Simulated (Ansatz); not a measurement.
# CH6Cl2SSi2: up Jacob's ladder to CCSD(T)

Aim: compute CH6Cl2SSi2 with functionals from several rungs and with coupled cluster. The yardstick is the atomisation energy at the CCSD(T) limit.

Computed with Ansatz 0.2.0, Gaussian basis. Level: functionals in def2-TZVPP, the program's frozen cores in correlated methods.

Plan: PBE-D4, r2SCAN-D4, PBE0-D4, B3LYP-D4, ωB97X-V, ωB97M-V, B2PLYP; CCSD(T)/def2-TZVPP; MP2/def2-QZVPP; extrapolation to the limit.

### Step 1. The relaxed structure

An earlier PBE0-D4 in a triple-zeta def2 set relaxation fixed the geometry.

12 atoms, charge 0, spin multiplicity 1.

Atoms are counted from 1 here; the program's logs count them from 0.

Bond lengths: C1–Si2 1.860 Å, C1–H7 1.091 Å, C1–H8 1.091 Å, C1–H9 1.094 Å, Si2–S3 2.163 Å, Si2–H10 1.484 Å, Si2–H11 1.483 Å, S3–Si4 2.101 Å, Si4–Cl5 2.047 Å, Si4–Cl6 2.047 Å, Si4–H12 1.473 Å. Angles: Si2–C1–H7 110.9°, Si2–C1–H8 111.5°, Si2–C1–H9 109.1°, H7–C1–H8 108.5°, H7–C1–H9 108.6°, H8–C1–H9 108.2°, C1–Si2–S3 113.2°, C1–Si2–H10 111.6°, C1–Si2–H11 111.5°, S3–Si2–H10 101.8°, S3–Si2–H11 109.0°, H10–Si2–H11 109.3°, Si2–S3–Si4 102.5°, S3–Si4–Cl5 112.2°, S3–Si4–Cl6 112.4°, S3–Si4–H12 108.5°, Cl5–Si4–Cl6 107.1°, Cl5–Si4–H12 108.8° and more.

### Step 2. PBE-D4 (GGA)

Contents of in.yaml:

```yaml
crystal:
  periodic: [false, false, false]
  atoms:
    - {symbol: C, position_ang: [0.315886, 0.424057, -1.627666]}
    - {symbol: Si, position_ang: [1.250109, -0.589073, -0.378876]}
    - {symbol: S, position_ang: [-0.038679, -1.636202, 1.006791]}
    - {symbol: Si, position_ang: [-1.259615, -0.094033, 1.744427]}
    - {symbol: Cl, position_ang: [-0.207414, 1.628561, 2.086419]}
    - {symbol: Cl, position_ang: [-2.783222, 0.376101, 0.460471]}
    - {symbol: H, position_ang: [-0.425120, -0.185333, -2.147884]}
    - {symbol: H, position_ang: [-0.196700, 1.264628, -1.157110]}
    - {symbol: H, position_ang: [1.019336, 0.822418, -2.364492]}
    - {symbol: H, position_ang: [1.978565, -1.711468, -1.021650]}
    - {symbol: H, position_ang: [2.209374, 0.241704, 0.388035]}
    - {symbol: H, position_ang: [-1.862529, -0.541361, 3.011536]}
basis:
  gaussian: {orbitals: def2-TZVPP}
hamiltonian: {xc: pbe, dispersion: d4}
output: {forces: true, orbitals: {seedname: orbitals}}
```

The run is started by

```bash
$ ansatz run in.yaml --threads 2 --pin off --events-out ev --progress --plain --max-ram 22528MiB --backend cuda --devices 0, --max-vram 18GiB
```

After this run come: r2SCAN-D4 (meta-GGA); PBE0-D4 (hybrid); B3LYP-D4 (hybrid); ωB97X-V (range-separated); ωB97M-V (range-separated); B2PLYP (double hybrid); CCSD(T) in def2-TZVPP; MP2 in def2-QZVPP.

Before running them: what should the planned runs give, taken together? Wanted: atomisation energy, CCSD(T)/CBS; farthest; mean size of error, hybrid; mean size of error, range-separated; gap, smallest and largest; T1 diagnostic; triples share of the correlation energy.

**Answer**, as computed:

| quantity | value |
| --- | --- |
| atomisation energy, CCSD(T)/CBS | 973.1 kcal/mol |
| functionals within 4.9 kcal/mol (0.5 %) | PBE-D4, r2SCAN-D4, PBE0-D4, ωB97M-V |
| farthest | B2PLYP (-20.9 kcal/mol) |
| mean size of error, hybrid | 5.5 kcal/mol |
| mean size of error, range-separated | 5.1 kcal/mol |
| gap, smallest and largest | 5.41 eV (PBE-D4), 11.99 eV (ωB97X-V) |
| T1 diagnostic | 0.0101 |
| triples share of the correlation energy | 4.2 % |

What this shows: PBE-D4 misses by +3.8 kcal/mol. Double hybrids carry the basis error of their MP2 part in triple zeta, and no dispersion term here, so their miss is partly the set-up's. The reference freezes the cores and leaves out relativity and excitations past (T), so misses under about 4.9 kcal/mol can't be ranked. Hartree-Fock recovers 75 % of the binding; the rest is correlation. Orbital gaps span 5.4 to 12.0 eV; exact exchange widens them.
